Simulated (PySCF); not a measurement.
# BBr with other numerical set-ups

Which parts of the numerical set-up matter for BBr? Each run edits the base script.

Computed with PySCF 2.14.0. Level: method and basis as typed in the scripts.

1 further run of the same task is left out (it didn't finish).

## (1) Starting geometry

BBr: 2 atoms, charge 0, spin multiplicity 1.

Bond lengths: B1–Br2 1.930 Å.

## (2) Base script

The input, input.py:

```python
from pyscf import gto, scf, mp

mol = gto.M(
    atom='B 0 0 0; Br 0 0 1.93',
    basis='6-31g',
    charge=0,
    spin=0,
    verbose=3,
)
mf = scf.UHF(mol)
mf = mf.density_fit(auxbasis='def2-universal-jkfit')
mf.kernel()
mp.MP2(mf, frozen=10).kernel()
mf.dip_moment()
print('orbital energies (hartree):', [e[max(0, n-3):n+3].round(4) for e, n in zip(mf.mo_energy, mol.nelec)])
```

Command:

```bash
$ OMP_NUM_THREADS=1 python input.py
```

Its log is not repeated here.

It gives: E(SCF) = -2596.645935 Eh, E(MP2) − E(SCF) = -0.20922 Eh, μ = 0.04 D (of the SCF density).

The bond length is a typed value, not an optimised one.

## (3) Minao

Run 1 changes basis set: 6-31g → minao.

The input, input.py:

```python
from pyscf import gto, scf, mp

mol = gto.M(
    atom='B 0 0 0; Br 0 0 1.93',
    basis='minao',
    charge=0,
    spin=0,
    verbose=3,
)
mf = scf.UHF(mol)
mf = mf.density_fit(auxbasis='def2-universal-jkfit')
mf.kernel()
mp.MP2(mf, frozen=10).kernel()
mf.dip_moment()
print('orbital energies (hartree):', [e[max(0, n-3):n+3].round(4) for e, n in zip(mf.mo_energy, mol.nelec)])
```

Command:

```bash
$ OMP_NUM_THREADS=1 python input.py
```

## (4) Pcseg-1

Run 2 changes basis set: 6-31g → pcseg-1.

input.py: that of step 2 with these lines changed.

```diff
@@ -4,3 +4,3 @@
     atom='B 0 0 0; Br 0 0 1.93',
-    basis='6-31g',
+    basis='pcseg-1',
     charge=0,
```

## (5) Spin-free X2C on

Run 3 changes spin-free X2C: off → on.

input.py: that of step 2 with these lines changed.

```diff
@@ -10,2 +10,3 @@
 mf = scf.UHF(mol)
+mf = mf.sfx2c1e()
 mf = mf.density_fit(auxbasis='def2-universal-jkfit')
```

## (6) Ano-rcc-vdzp (X2C on)

Run 4 changes basis set: 6-31g → ano-rcc-vdzp; spin-free X2C: off → on.

input.py: that of step 2 with these lines changed.

```diff
@@ -4,3 +4,3 @@
     atom='B 0 0 0; Br 0 0 1.93',
-    basis='6-31g',
+    basis='ano-rcc-vdzp',
     charge=0,
@@ -10,2 +10,3 @@
 mf = scf.UHF(mol)
+mf = mf.sfx2c1e()
 mf = mf.density_fit(auxbasis='def2-universal-jkfit')
```

## (7) Density fitting weigend

Run 5 changes density fitting: def2-universal-jkfit → weigend.

input.py: that of step 2 with these lines changed.

```diff
@@ -10,3 +10,3 @@
 mf = scf.UHF(mol)
-mf = mf.density_fit(auxbasis='def2-universal-jkfit')
+mf = mf.density_fit(auxbasis='weigend')
 mf.kernel()
```

## (8) Crenbl (core potential on)

Run 6 changes basis set: 6-31g → crenbl; core potential: off → on; frozen orbitals: 10 → none. The core potential changes with it: totals don't compare.

input.py: that of step 2 with these lines changed.

```diff
@@ -4,3 +4,4 @@
     atom='B 0 0 0; Br 0 0 1.93',
-    basis='6-31g',
+    basis='crenbl',
+    ecp={'B': 'crenbl', 'Br': 'crenbl'},
     charge=0,
@@ -12,3 +13,3 @@
 mf.kernel()
-mp.MP2(mf, frozen=10).kernel()
+mp.MP2(mf).kernel()
 mf.dip_moment()
```

Before running it: what results should come out? Wanted: for each run, E(SCF); from base; gap; SCF dipole; after the SCF.

As calculated:

| run | E(SCF) (hartree) | from base (eV) | gap (eV) | SCF dipole (D) | functions | after the SCF |
| --- | --- | --- | --- | --- | --- | --- |
| base | -2596.645935 | 0 | 11.88 | 0.04 | 36 | MP2 correlation -5.693 eV, core frozen |
| minao | -2597.020897 | -10.2033 | 11.86 | 0.30 | 23 | MP2 correlation -0.996 eV, core frozen |
| pcseg-1 | -2596.696257 | -1.3693 | 11.76 | 0.76 | 41 | MP2 correlation -4.850 eV, core frozen |
| spin-free X2C on | -2621.343429 | -672.0531 | 11.91 | 0.01 | 36 | MP2 correlation -5.656 eV, core frozen |
| ano-rcc-vdzp (X2C on) | -2629.084517 | not comparable | 11.91 | 0.92 | 41 | MP2 correlation -5.358 eV, core frozen |
| density fitting weigend | -2575.149527 | +584.9471 | 11.81 | 0.14 | 36 | MP2 correlation -6.475 eV, core frozen |
| crenbl (core potential on) | -155.693357 | not comparable | n/a | 0.30 | 48 | MP2 correlation -9.215 eV |

**Reading.** Of the runs whose energies can be compared, “spin-free X2C on” moves the SCF energy most (-672.053 eV). minao (23 functions) gives an energy 10.20 eV lower than 6-31g (36); size alone doesn't order basis sets of different families. pcseg-1 (41 functions) gives an energy 1.37 eV lower than 6-31g (36). Scalar relativity lowers the total energy by 672.05 eV, nearly all of it in the inner shells; a basis contracted without relativity catches only part of it.
